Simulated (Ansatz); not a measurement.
# Mg2CdSe3: the cost of one run

Method: DFT PBE, scalar-relativistic, plane waves, PAW, in Ansatz 0.2.0.

### 1 Starting point

Symmetry: I4/mmm, No. 139, tetragonal system. The conventional cell has a = 4.068 Å, b = 4.068 Å, c = 17.257 Å, α = 90.00°, β = 90.00°, γ = 90.00°. Around Mg (site symmetry 4mm) lie 6 Se at 2.88 Å. Cd (site symmetry 4/mmm) has 6 Se at 2.88 Å as nearest neighbours. Se (site symmetry 4/mmm) has 4 Cd at 2.88 Å and 2 Mg at 2.88 Å as nearest neighbours. Se (site symmetry 4mm) has 5 Mg at 2.88 Å and 1 Cd at 2.88 Å as nearest neighbours.

Coordinates:

```xyz
6
Lattice="-2.0338 2.0338 8.6287 2.0338 -2.0338 8.6287 2.0338 2.0338 -8.6287" Properties=species:S:1:pos:R:3 pbc="T T T"
Mg    0.0000    0.0000   14.3811
Mg    0.0000    0.0000    2.8762
Cd    0.0000    0.0000    8.6287
Se    0.0000    0.0000    0.0000
Se    0.0000    0.0000   11.5049
Se    0.0000    0.0000    5.7524
```

The start is an ordering of an alloy on its end members' structure types: elements ordered on the sites of the MgSe type, Cd/Mg on Mg (I4/mmm, No. 139).

### 2 The guess as it stands, on a coarse mesh

File input.yaml:

```yaml
crystal:
  lattice:
    - [-2.03379535, 2.03379535, 8.62866291]
    - [2.03379535, -2.03379535, 8.62866291]
    - [2.03379535, 2.03379535, -8.62866291]
  atoms:
    - { symbol: Mg, position: [0.83333333, 0.83333333, 0.0] }
    - { symbol: Mg, position: [0.16666667, 0.16666667, 0.0] }
    - { symbol: Cd, position: [0.5, 0.5, 0.0] }
    - { symbol: Se, position: [0.0, 0.0, 0.0] }
    - { symbol: Se, position: [0.66666667, 0.66666667, 0.0] }
    - { symbol: Se, position: [0.33333333, 0.33333333, 0.0] }
basis:
  ecutwfc: 420
kpoints:
  mp_grid: { grid: [6, 6, 6] }
hamiltonian:
  xc: pbe
scf:
  occupations: { method: gaussian, width: 0.1 }
  lower_state_search: "off"
output:
  forces: true
  stress: true
  eigenvalues: true
```

Started as:

```sh
> ansatz run input.yaml --threads 1 --pin off --max-ram 2560MiB --backend cpu --events-out ev --progress --plain --runs-dir out
```

**Question.** How long does this run take on 1 thread of Intel Xeon Platinum 8259CL at 2.50GHz (Skylake/Cascade Lake), shared host, and how much memory does it need?

About 14 s, with a peak of 0.55 GiB.
